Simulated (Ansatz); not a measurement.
# La2Hf2O: one candidate of a structure search

The task: take a trial cell of La2Hf2O to zero force and stress.

Computed with Ansatz 0.2.0 (DFT PBE, scalar-relativistic, plane waves, PAW, unless a step's input says otherwise).

### 1 The starting structure

It takes space group I4/mmm (No. 139, tetragonal). Conventional cell: a = 4.969 Å, b = 4.969 Å, c = 9.238 Å, α = 90.00°, β = 90.00°, γ = 90.00°. La (site symmetry mmm) is surrounded by 2 Hf at 2.31 Å and 2 O at 2.48 Å. Hf (site symmetry -4m2) has 2 La at 2.31 Å in its first shell of neighbours. O (site symmetry 4/mmm) is surrounded by 4 La at 2.48 Å.

Structure file:

```
CELL_PARAMETERS angstrom
-2.48456 2.48456 4.61921
2.48456 -2.48456 4.61921
2.48456 2.48456 -4.61921
ATOMIC_POSITIONS crystal
La 0.50000 0.00000 0.50000
La 0.00000 0.50000 0.50000
Hf 0.75000 0.25000 0.50000
Hf 0.25000 0.75000 0.50000
O 0.50000 0.50000 0.00000
```

A structure generator made this guess: random cell by space group and Wyckoff sites (I4/mmm, No. 139). The dimensions are guesses.

### 2 Probe: one point on a coarse mesh

Contents of input.yaml:

```yaml
crystal:
  lattice:
    - [-2.48455605, 2.48455605, 4.61921284]
    - [2.48455605, -2.48455605, 4.61921284]
    - [2.48455605, 2.48455605, -4.61921284]
  atoms:
    - { symbol: La, position: [0.5, 0.0, 0.5] }
    - { symbol: La, position: [0.0, 0.5, 0.5] }
    - { symbol: Hf, position: [0.75, 0.25, 0.5] }
    - { symbol: Hf, position: [0.25, 0.75, 0.5] }
    - { symbol: O, position: [0.5, 0.5, 0.0] }
basis:
  ecutwfc: 420
kpoints:
  mp_grid: { grid: [6, 6, 6] }
hamiltonian:
  xc: pbe
scf:
  occupations: { method: gaussian, width: 0.1 }
  lower_state_search: "off"
output:
  forces: true
  stress: true
  eigenvalues: true
```

On the command line:

```
$ ansatz run input.yaml --threads 1 --pin off --max-ram 2560MiB --backend cpu --events-out ev --progress --plain --runs-dir out
```

The session goes on with these runs: a loose first relaxation; relaxation on the finer mesh.

Q: Predict the outcome of this session. Wanted: conventional cell; volume; energy over the elements; gap on the mesh.

As calculated:

```
                                                              quantity                                                                       value
                                symmetry at the end (tolerance 0.05 Å)                                                space group I4/mmm (No. 139)
                                                     conventional cell  a = 4.623 Å, b = 4.623 Å, c = 13.214 Å, α = 90.00°, β = 90.00°, γ = 90.00°
                                                                volume                                                               28.24 Å³/atom
energy over the elements (uncorrected; H, N, O, F and Cl as molecules)                                                               -0.03 eV/atom
                                                       gap on the mesh                                                                none (metal)
```

In words: The space group I4/mmm (No. 139) is kept, and the volume per atom grows by 23.8 % from the first guess. The formation energy of this structure is too near zero to say whether it is bound against the elements. No finished test with a distortion of lower symmetry is shown, so the end may be a saddle point. Spin-orbit coupling is left out for Hf, La.
